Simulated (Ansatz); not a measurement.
# HfGe (P4/mmm) in Ansatz: single point with PBE

Aim: the single point of HfGe with PBE.

Program: Ansatz 0.2.0. These are calculated values, not measurements. Logs are shortened: lines on timing, memory, paths and dates and some standing lists are left out, and cuts for length are marked.

## 1. The cell of the first run

The structure is tetragonal, space group P4/mmm (No. 123). Conventional cell: a = 3.348 Å, b = 3.348 Å, c = 4.108 Å, α = 90.00°, β = 90.00°, γ = 90.00°. Hf (site symmetry 4/mmm) has 4 Ge at 2.37 Å as nearest neighbours. Around Ge (site symmetry 4/mmm) lie 4 Hf at 2.37 Å.

The cell was built by a generator and needn't be a form met in nature.

## 2. Single point, PBE (strained by +4 %)

Input file input.yaml:

```yaml
crystal:
  lattice:
    - [3.34845264, 0.0, 0.0]
    - [0.0, 3.34845264, 0.0]
    - [0.0, 0.0, 4.1084277]
  atoms:
    - { symbol: Hf, position: [0.5, 0.5, 0.0] }
    - { symbol: Ge, position: [0.0, 0.0, 0.0] }
hamiltonian:
  xc: pbe
  pseudopotentials: { kind: paw }
kpoints:
  mp_grid: { grid: [8, 8, 7] }
scf:
  occupations: { method: fermi_dirac, width: 0.05 }
output:
  forces: true
  stress: true
  eigenvalues: true
```

Potentials or basis: Ansatz PAW.

Started as:

```sh
$ ansatz run input.yaml --threads 2 --pin off --max-ram 5632MiB --backend cpu --events-out ev --progress --plain --runs-dir out
```

Output:

```text
Warning: RAYON_NUM_THREADS=2 ignored (pool sized by the plan → 2); use --threads N
Engine: ansatz 0.2.0, aarch64-unknown-linux-gnu
Pseudopotentials: kind: paw
Pseudopotential: Hf, paw, valence charge 26, recommended cutoff 420 eV (normal), Hf.paw.azcp
Pseudopotential: Ge, paw, valence charge 14, recommended cutoff 420 eV (normal), Ge.paw.azcp
Functional definition: PBE
  parameter kappa = 0.804
  parameter beta = 0.06672455060314922
  exchange = pbe_x(kappa = kappa, mu = beta*pi^2/3)
  correlation = pbe_c(beta = beta)
Crystal: 2 atoms, lattice volume = 46.064 Å³
Basis set: ecut = 420 eV, 901 PW (Γ), exchange–correlation on 48×48×60 points (8 copies of the dense FFT grid, shifted against one another)
Bands: 24, of which v1, the nominal top of the filled ones, is band 20 counted from 1 (19 counted from 0)
Symmetry: 16 space group operations
Space group: P4/mmm (ITA 123), of the structure as read, at distance tolerance 3.6e-5 Å
k-points: 60 of 448
Non-local potential: Hf, projectors of the file, l = 0: 3, l = 1: 2, l = 2: 2, l = 3: 3
Non-local potential: Ge, projectors of the file, l = 0: 2, l = 1: 2, l = 2: 3, l = 3: 1
PAW form: soft (Blöchl's): semilocal exchange-correlation on the pseudo side does not see the compensation charge
PAW one-centre angular grid: Hf, 590 points (default); XC on 64 Gauss nodes
PAW one-centre angular grid: Ge, 590 points (default); XC on 64 Gauss nodes
Initial density: superposition of atomic densities (neutral atoms: chi_scale 0, normalization atom), corrected by the library's trained network
Initial wavefunctions: pseudopotential atomic-orbital guess
Functional: x = pbe(κ = 0.804, μ = 0.2195149727645171), c = pbe(β = 0.06672455060314922)
SCF iter   1: F=—  HF=-20013.927086 eV  |F-HF|=—  |Δ(HF+E_count)|=         —  Δρ=1.05e-2  dr2=9.72e-2  ethr=1.77e-3  ⟨swp⟩=5.2  Hψ=5276  notcnv=0
preconditioner: auto → LDOS  [metal: Δε(μ)=0.067 eV  Ē_g=19.048 eV  σ=0.050 eV  W_gap=0.31  n_scr=18 (ndim 8)  ℏωp=33.7 eV  f_vac=0.137  D(μ)=0.92/eV (n_scr^D=6)  β→1.0]
SCF iter   2: F=—  HF=-20013.892731 eV  |F-HF|=—  |Δ(HF+E_count)|=   3.44e-2  Δρ=3.45e-3  dr2=7.34e-3  ethr=2.43e-4  ⟨swp⟩=2.9  Hψ=3298  notcnv=0  defer=2
SCF iter   3: F=—  HF=-20013.891421 eV  |F-HF|=—  |Δ(HF+E_count)|=   1.31e-3  Δρ=1.69e-3  dr2=1.49e-3  ethr=1.83e-5  ⟨swp⟩=2.0  Hψ=2632  notcnv=0  defer=2
SCF iter   4: F=—  HF=-20013.890608 eV  |F-HF|=—  |Δ(HF+E_count)|=   8.13e-4  Δρ=5.14e-4  dr2=1.58e-4  ethr=3.73e-6  ⟨swp⟩=2.0  Hψ=2429  notcnv=0  defer=2
SCF iter   5: F=—  HF=-20013.890604 eV  |F-HF|=—  |Δ(HF+E_count)|=   4.53e-6  Δρ=1.98e-4  dr2=2.12e-5  ethr=3.94e-7  ⟨swp⟩=2.0  Hψ=2588  notcnv=0  defer=2
SCF iter   6: F=—  HF=-20013.890634 eV  |F-HF|=—  |Δ(HF+E_count)|=   2.99e-5  Δρ=7.02e-5  dr2=2.51e-6  ethr=5.31e-8  ⟨swp⟩=2.0  Hψ=2646  notcnv=0  defer=2
SCF iter   7: F=—  HF=-20013.890635 eV  |F-HF|=—  |Δ(HF+E_count)|=   1.22e-6  Δρ=2.03e-5  dr2=2.14e-7  ethr=6.27e-9  ⟨swp⟩=2.0  Hψ=2105  notcnv=0  defer=2
SCF iter   8: F=-20013.890635 eV  HF=-20013.890635 eV  |F-HF|=3.34e-9  |Δ(HF+E_count)|=   8.87e-8  Δρ=5.93e-6  dr2=2.02e-8  ethr=2.50e-10  ⟨swp⟩=5.0  Hψ=6023  notcnv=0
SCF 1 converged in 8 iterations: F = -20013.890635 eV  dr2 = 2.02e-8
SCF converged after 8 iterations
Free energy (F): -20013.890635 eV
Harris-Foulkes:  -20013.890635 eV  (|F-HF|=3.34e-9)
Internal energy: -20013.879996 eV  (E = F + TS)
E sigma→0 (E₀):  -20013.885315 eV
Entropy (-TS):   -0.010639 eV (-5.320 meV/atom)
Fermi energy:    13.055684 eV
--- Per-component energies (eV) ---
  E_band       = -203.424478
  E_kinetic    = 549.661986
  E_local      = -9281.685407  (includes V_loc(G=0)·N_el)
  E_nonlocal   = -824.445411
  E_hartree    = 4291.104936
  E_xc         = -380.711082
  E_vxc        = -337.448803  (∫ρ·V_xc dr)
  E_paw        = -8947.887342  (= ΣΔE_a)
  E_vpaw       = 1108.283575  (= ΣTr[D̂ρ^β])
  E_aug_tail   = 0.000273  (compensation charges beyond the density's cutoff)
  E_ewald      = -5419.917949
  E_smearing   = -0.010639  (= −TS)
  E_closure    = -0.000000  (closes the sum)
  Σ components = -20013.890635   (vs F -20013.890635, Δ=0.00e0)
--- Forces (eV/Å), atoms counted from 1 ---
  atom   1  Hf     0.00000000     0.00000000     0.00000000
  atom   2  Ge     0.00000000     0.00000000     0.00000000
  max |Σ_I F_I| component: 5.42e-31 eV/Å
--- Stress (GPa, compression-positive) ---
       56.752532       0.000000       0.000000
        0.000000      56.752532       0.000000
        0.000000       0.000000      -1.728521
  P = ⅓ Tr σ = 37.2588 GPa (372.588 kbar)
--- Band table (eV; the first three rows and the last of 60) ---
  k-point 0: bands = ["-48.4119", "-17.4928", "-17.0184", "-17.0184", "-10.4055", "-10.3272", "-10.3188", "-10.2791", "-10.2791", "1.5255", "1.5735", "1.5735", "1.6623", "1.6755", "1.8058", "1.8058", "2.6377", "11.7817", "11.8341", "13.3538", "16.2137", "16.2778", "16.2778", "16.5409"]
  k-point 1: bands = ["-48.4118", "-17.4976", "-17.0180", "-17.0180", "-10.4055", "-10.3266", "-10.3187", "-10.2792", "-10.2792", "1.5249", "1.5738", "1.5738", "1.6621", "1.6754", "1.8059", "1.8059", "2.7079", "11.2930", "11.8593", "13.8382", "16.0924", "16.0924", "16.2200", "16.6768"]
  k-point 2: bands = ["-48.4116", "-17.5084", "-17.0173", "-17.0173", "-10.4054", "-10.3253", "-10.3186", "-10.2796", "-10.2796", "1.5234", "1.5746", "1.5746", "1.6616", "1.6753", "1.8060", "1.8060", "2.8750", "10.5062", "11.9172", "14.7793", "15.8364", "15.8364", "16.2341", "16.8284"]
  k-point 59: bands = ["-48.3890", "-17.4597", "-17.2939", "-17.2939", "-10.3793", "-10.3102", "-10.2947", "-10.2947", "-10.2317", "1.5469", "1.5569", "1.5569", "1.6533", "1.6874", "1.8194", "1.8194", "4.8672", "12.6043", "12.6043", "12.9788", "12.9788", "13.7771", "16.3728", "18.5068"]
```

Wall time 2.1 s (2 threads of Arm Neoverse V1, shared host); peak memory 0.36 GiB.

Results:

```
Free energy            : -20013.8906 eV
Pressure               : 37.3 GPa
Band gap on the k mesh : none (metal or under the smearing width)
```

Stress tensor (GPa, compression positive):
```
56.75  0.00  0.00
 0.00 56.75  0.00
 0.00  0.00 -1.73
```

Levels at points of the mesh, in eV from the Fermi level:
```tsv
k point	band 16	band 17	band 18	band 19	band 20	band 21	band 22	band 23	band 24
(0.00, 0.00, 0.00)	-11.25	-10.42	-1.27	-1.22	0.30	3.16	3.22	3.22	3.49
(0.00, -0.50, 0.00)	-11.21	-6.98	-5.26	-1.79	-1.48	-0.07	3.60	4.99	5.48
(-0.50, -0.50, 0.00)	-11.24	-8.41	-0.88	-0.88	0.65	0.95	0.95	2.82	5.51
```

Spin-orbit coupling is left out, which matters for the levels of Hf.
